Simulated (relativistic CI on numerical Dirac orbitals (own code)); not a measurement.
# Mn⁵⁺ (3d2) in crystal fields: levels and magnetism

How does a crystal field split the 3d2 shell of Mn⁵⁺, and what follows for the ground state and χT? 6 fields tried.

The numbers are computed with relativistic CI on numerical Dirac orbitals (own code) version 2 (Dirac-Coulomb-Breit CI, KLI orbitals optimised for each configuration, model QED (radiative potential, 1s self-energy scaled to tabulated hydrogen-like ionisation energies), valence Slater integrals scaled by 0.7, one configuration in a parametric crystal field), except any that are marked as measured or tabulated.

## Step 1: The atom as given

- ion: Mn⁵⁺ (Mn VI)
- nuclear charge: 25
- electrons: 20
- open shell: 3d2
- Slater scale: 0.7
- field 1 (cm⁻¹): D3d, 10Dq = 14550, Dsigma = 770, Dtau = 0
- field 2 (cm⁻¹): Td, 10Dq = -9950
- field 3 (cm⁻¹): Oh, 10Dq = 41500
- field 4 (cm⁻¹): D4h, 10Dq = 17100, Ds = -810, Dt = -40
- field 5 (cm⁻¹): D4h, 10Dq = 45550, Ds = 650, Dt = 840
- field 6 (cm⁻¹): Oh, 10Dq = 9400

Outer shells as boxes (Hund's rule):

[Ar] 3d2
```
[Ar] core
3d [↑ ][↑ ][  ][  ][  ]
```

## Step 2: Field 1: D3d, 10Dq = 14550, Dsigma = 770, Dtau = 0

Input settings:

```ini
atom Mn  Z=25  charge=5  electrons=20
nucleus A=55  rms_radius_fm=3.7057
hamiltonian dirac-coulomb  breit=on  qed=on  c_scale=1
orbitals kli  potential=per-configuration
slater_scale 0.7
correlation none
mixing on
configurations
  [Ar] 3d2
end
crystal_field D3d 10Dq=14550 Dsigma=770 Dtau=0
```

## Step 3: Field 2: Td, 10Dq = -9950

The settings differ from step 2 so:

```diff
@@ -10,2 +10,2 @@
 end
-crystal_field D3d 10Dq=14550 Dsigma=770 Dtau=0
+crystal_field Td 10Dq=-9950
```

## Step 4: Field 3: Oh, 10Dq = 41500

The settings differ from step 3 so:

```diff
@@ -10,2 +10,2 @@
 end
-crystal_field Td 10Dq=-9950
+crystal_field Oh 10Dq=41500
```

## Step 5: Field 4: D4h, 10Dq = 17100, Ds = -810, Dt = -40

The settings differ from step 4 so:

```diff
@@ -10,2 +10,2 @@
 end
-crystal_field Oh 10Dq=41500
+crystal_field D4h 10Dq=17100 Ds=-810 Dt=-40
```

## Step 6: Field 5: D4h, 10Dq = 45550, Ds = 650, Dt = 840

The settings differ from step 5 so:

```diff
@@ -10,2 +10,2 @@
 end
-crystal_field D4h 10Dq=17100 Ds=-810 Dt=-40
+crystal_field D4h 10Dq=45550 Ds=650 Dt=840
```

## Step 7: Field 6: Oh, 10Dq = 9400

The settings differ from step 6 so:

```diff
@@ -10,2 +10,2 @@
 end
-crystal_field D4h 10Dq=45550 Ds=650 Dt=840
+crystal_field Oh 10Dq=9400
```

(Steps that only read results are left out.)

**Question.** What will these runs give? Wanted: ground spin.

The runs gave:

| field | ground state | degeneracy | S | J | first gap (cm⁻¹) | stabilisation (cm⁻¹) | χT at 2 K | χT at 300 K |
| --- | --- | --- | --- | --- | --- | --- | --- | --- |
| 1: D3d | E | 2 | 1.00 | 2.77 | 200 | -9906 | 0.064 | 0.594 |
| 2: Td | T2 | 3 | 1.00 | 3.18 | 9778 | -11044 | 0.824 | 0.886 |
| 3: Oh | E | 2 | 1.00 | 2.73 | 11 | -30270 | 0.029 | 0.568 |
| 4: D4h | B1 | 1 | 1.00 | 2.70 | 23 | -12244 | 0.007 | 0.582 |
| 5: D4h | B1 | 1 | 1.00 | 2.74 | 12 | -30351 | 0.023 | 0.663 |
| 6: Oh | E | 2 | 1.00 | 2.66 | 49 | -5769 | 0.004 | 0.486 |

χT is in cm³ K/mol; stabilisation counts from the free ion's lowest level; S and J come from the expectation values of their squares.

| quantity | value |
| --- | --- |
| ground spin (effective S from ⟨S²⟩) | 1: 1.00, 2: 1.00, 3: 1.00, 4: 1.00, 5: 1.00, 6: 1.00 |
| χT at 300 K | 0.49 to 0.89 cm³ K/mol |

**Reading.** All fields leave the ground state at S = 1. Fields 4, 5 leave a non-degenerate ground state well apart, so χT falls towards zero on cooling. The field is a set of parameters, without covalency or charge transfer.
